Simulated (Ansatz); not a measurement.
**Tl3SbOs: one candidate structure**

Where does Tl3SbOs go from the start given, hexagonal perovskite (2H) type (P6_3/mmc, No. 194)?

Computed with Ansatz 0.2.0 (DFT PBE, scalar-relativistic, plane waves, PAW, unless a step's input says otherwise).

## 1. Starting point

The structure is hexagonal, space group P6_3/mmc (No. 194). The conventional cell has a = 7.066 Å, b = 7.066 Å, c = 6.037 Å, α = 90.00°, β = 90.00°, γ = 120.00°. Tl (site symmetry mm2) has 2 Os at 2.34 Å in its first shell of neighbours. Sb (site symmetry -6m2) is surrounded by 12 Tl at 3.54 to 3.79 Å. Around Os (site symmetry -3m) lie 6 Tl at 2.34 Å.

Coordinates:

```xyz
10
Lattice="7.0664 0.0000 0.0000 -3.5332 6.1197 0.0000 0.0000 0.0000 6.0372" Properties=species:S:1:pos:R:3 pbc="T T T"
Tl    0.0000    1.7869    1.5093
Tl    5.5189    0.8935    4.5279
Tl    3.5332    4.3327    4.5279
Tl   -1.9857    5.2262    1.5093
Tl    1.9857    5.2262    1.5093
Tl    1.5475    0.8935    4.5279
Sb    0.0000    4.0798    4.5279
Sb    3.5332    2.0399    1.5093
Os    0.0000    0.0000    3.0186
Os    0.0000    0.0000    0.0000
```

(A quick probe on a coarse mesh, which set the mesh and smearing, is not shown.)

## 3. A loose first relaxation

Contents of input.yaml:

```yaml
crystal:
  lattice:
    - [7.0664032493, 0.0, 0.0]
    - [-3.5332016246, 6.1196847273, 0.0]
    - [0.0, 0.0, 6.0371935398]
  atoms:
    - { symbol: Tl, position: [0.146, 0.2919999999, 0.25] }
    - { symbol: Tl, position: [0.854, 0.146, 0.75] }
    - { symbol: Tl, position: [0.854, 0.7080000001, 0.75] }
    - { symbol: Tl, position: [0.146, 0.854, 0.25] }
    - { symbol: Tl, position: [0.7080000001, 0.854, 0.25] }
    - { symbol: Tl, position: [0.2919999999, 0.146, 0.75] }
    - { symbol: Sb, position: [0.3333333333, 0.6666666667, 0.75] }
    - { symbol: Sb, position: [0.6666666667, 0.3333333333, 0.25] }
    - { symbol: Os, position: [0.0, 0.0, 0.5] }
    - { symbol: Os, position: [0.0, 0.0, 0.0] }
basis:
  ecutwfc: 420
kpoints:
  mp_grid: { grid: [3, 3, 4] }
hamiltonian:
  xc: pbe
scf:
  occupations: { method: gaussian, width: 0.1 }
  lower_state_search: "off"
output:
  forces: true
  stress: true
  eigenvalues: true
relax:
  adjacent_minimum: "off"
  f_tol: 0.04
  max_steps: 70
  cell: { stress_tol: 0.4 }
```

Started as:

```console
$ ansatz run input.yaml --threads 1 --pin off --max-ram 2560MiB --backend cpu --events-out ev --progress --plain --runs-dir out
```

Further runs follow: full relaxation.

Q: Predict the outcome of this session.

**Answer**, as computed:

Formation energies count from the elements, computed with the same settings in runs not shown here.

| quantity | value |
| --- | --- |
| cell | a = 8.246 Å, b = 8.246 Å, c = 4.878 Å, α = 90.00°, β = 90.00°, γ = 120.00° |
| space group | P6_3/mmc (No. 194) |
| volume | 28.72 Å³/atom |
| gap on the mesh | none (metal) |
| formation energy from the elements | +0.472 eV/atom |

What this shows: The space group stayed P6_3/mmc, and from the first guess the volume went from 26.11 to 28.72 Å³/atom. The formation energy of +0.47 eV/atom is positive, so the elements lie lower than this structure; another structure of the compound can lie lower. The runs treat Os, Sb, Tl without spin-orbit coupling.
